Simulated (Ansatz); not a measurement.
Geometry optimisation, DFT PBE, scalar-relativistic, plane waves, PAW (Ansatz).

The input (input.yaml):

```yaml
crystal:
  lattice:
    - [-2.4585, 4.258247, 5.41]
    - [4.917, 0.0, 5.41]
    - [4.917, 8.516494, 0.0]
  atoms:
    - { symbol: C, position: [0.49999999, 0.50000001, 1.01489998] }
    - { symbol: Si, position: [0.40176666, 0.93156667, 0.03421666] }
    - { symbol: Si, position: [0.0, 0.0, 0.2649] }
    - { symbol: O, position: [0.31978324, 0.46628326, 0.97370836] }
    - { symbol: O, position: [0.18021675, 0.03371675, 0.11674162] }
    - { symbol: O, position: [0.93321658, 0.51951659, 0.1066417] }
    - { symbol: O, position: [0.57390008, 0.30670009, 0.13979995] }
    - { symbol: O, position: [0.92609991, 0.19329992, 0.33010003] }
    - { symbol: O, position: [0.56678341, 0.98048342, 0.08300829] }
    - { symbol: Si, position: [0.09823333, 0.56843334, 0.45088333] }
    - { symbol: Si, position: [0.40176666, 0.93156667, 0.53421666] }
    - { symbol: Si, position: [-1.0e-08, 1.0e-08, 0.76489999] }
    - { symbol: O, position: [0.31978324, 0.46628326, 0.47370837] }
    - { symbol: O, position: [0.18021674, 0.03371676, 0.61674161] }
    - { symbol: O, position: [0.93321657, 0.51951659, 0.60664169] }
    - { symbol: O, position: [0.57390007, 0.30670009, 0.63979994] }
    - { symbol: O, position: [0.9260999, 0.19329993, 0.83010002] }
    - { symbol: O, position: [0.56678341, 0.98048343, 0.58300828] }
    - { symbol: Si, position: [0.59823333, 0.06843334, 0.20088333] }
    - { symbol: Si, position: [0.90176666, 0.43156667, 0.28421666] }
    - { symbol: Si, position: [0.49999999, 0.50000001, 0.51489999] }
    - { symbol: O, position: [0.81978324, 0.96628326, 0.22370837] }
    - { symbol: O, position: [0.68021674, 0.53371676, 0.36674161] }
    - { symbol: O, position: [0.43321658, 0.01951659, 0.3566417] }
    - { symbol: O, position: [0.07390008, 0.80670009, 0.38979995] }
    - { symbol: O, position: [0.42609991, 0.69329992, 0.58010003] }
    - { symbol: O, position: [0.06678341, 0.48048342, 0.33300829] }
    - { symbol: Si, position: [0.59823332, 0.06843334, 0.70088332] }
    - { symbol: Si, position: [0.90176665, 0.43156668, 0.78421665] }
    - { symbol: O, position: [0.81978324, 0.96628326, 0.72370836] }
    - { symbol: O, position: [0.68021674, 0.53371676, 0.86674161] }
    - { symbol: O, position: [0.43321657, 0.01951659, 0.85664169] }
    - { symbol: O, position: [0.07390007, 0.80670009, 0.88979994] }
    - { symbol: O, position: [0.42609991, 0.69329992, 0.08010004] }
    - { symbol: O, position: [0.06678341, 0.48048343, 0.83300828] }
total_charge: 2
basis:
  ecutwfc: 420.0
kpoints:
  mp_grid: { grid: [2, 2, 1] }
hamiltonian:
  xc: pbe
  pseudopotentials: { kind: paw, azcp: { folder: soft_1 } }
scf:
  occupations: { method: gaussian, width: 0.05 }
  lower_state_search: "off"
relax:
  f_tol: 0.03
  max_steps: 60
  adjacent_minimum: "off"
```

Launched with:

```bash
$ ansatz run input.yaml --threads 2 --pin off --max-ram 5120MiB --backend cpu --events-out ev --progress --plain --runs-dir out
```

Task: Where does it end, and by what steps?

Result: The forces met the threshold. Limits of this set-up: coarse k mesh, no spin, though dangling bonds at a vacancy may carry it, a small cell, in which the defect meets its images, a typed lattice constant that wasn't relaxed here, charged cell in a uniform background, uncorrected. After 29 steps the energy has fallen by 7.914 eV; O6 moved furthest, 1.57 Å. Parted: O6–Si20 (1.61 → 3.68 Å). Joined: O6–O33 (2.63 → 1.38 Å), O6–O35 (2.62 → 1.39 Å).

| step | energy less start (eV) | largest force component (eV/Å) | accepted |
| --- | --- | --- | --- |
| 0 | 0.0000 | 5.400 | yes |
| 2 | -3.5422 | 2.221 | yes |
| 4 | -4.0061 | 0.491 | yes |
| 6 | -4.9907 | 2.041 | yes |
| 8 | -5.5575 | 6.424 | no |
| 10 | -6.1438 | 1.158 | yes |
| 12 | -6.5306 | 0.657 | yes |
| 14 | -7.1711 | 0.971 | yes |
| 16 | -7.6269 | 0.768 | yes |
| 18 | -7.7928 | 0.378 | yes |
| 20 | -7.8070 | 0.924 | no |
| 22 | -7.8956 | 0.131 | yes |
| 24 | -7.9084 | 0.086 | yes |
| 26 | -7.9105 | 0.084 | yes |
| 28 | -7.9096 | 0.196 | no |
| 29 | -7.9135 | 0.029 | yes |

```xyz
35
Lattice="-2.4585 4.2582 5.4100 4.9170 0.0000 5.4100 4.9170 8.5165 0.0000" Properties=species:S:1:pos:R:3
C 6.287 10.926 5.504
Si 3.529 1.948 7.162
Si 1.115 2.099 -0.125
O 6.848 10.183 4.544
O -0.239 1.725 0.649
O 0.515 3.537 8.627
O 0.970 3.597 4.866
O -0.140 6.456 6.423
O 4.012 2.820 8.445
Si 5.011 4.418 3.553
Si 6.226 6.202 7.398
Si 3.710 6.509 -0.002
O 4.143 5.533 4.309
O 2.733 6.078 1.191
O 3.451 9.354 7.787
O 3.444 8.080 4.785
O 2.688 11.255 6.005
O 6.383 7.146 8.716
Si -0.031 4.049 3.604
Si 1.287 6.741 6.979
Si 3.877 6.655 5.433
O 3.908 5.180 9.641
O 2.563 6.108 6.316
O 0.890 4.693 2.434
O 5.939 3.541 4.543
O 5.121 6.866 6.420
O 3.898 3.417 2.822
Si 2.347 8.473 3.637
Si 3.884 10.645 6.925
O 6.301 9.634 9.687
O 5.222 10.244 6.098
O 3.038 9.006 2.268
O 7.696 7.784 4.581
O 2.264 2.805 6.501
O 6.638 7.722 2.608
```

Whether the end is a true minimum wasn't checked by a vibrational analysis.

The run took 4.5 min on 2 threads of Intel(R) Xeon(R) Platinum 8375C CPU @ 2.90GHz (Ice Lake) (shared host), peak memory 1 GiB.
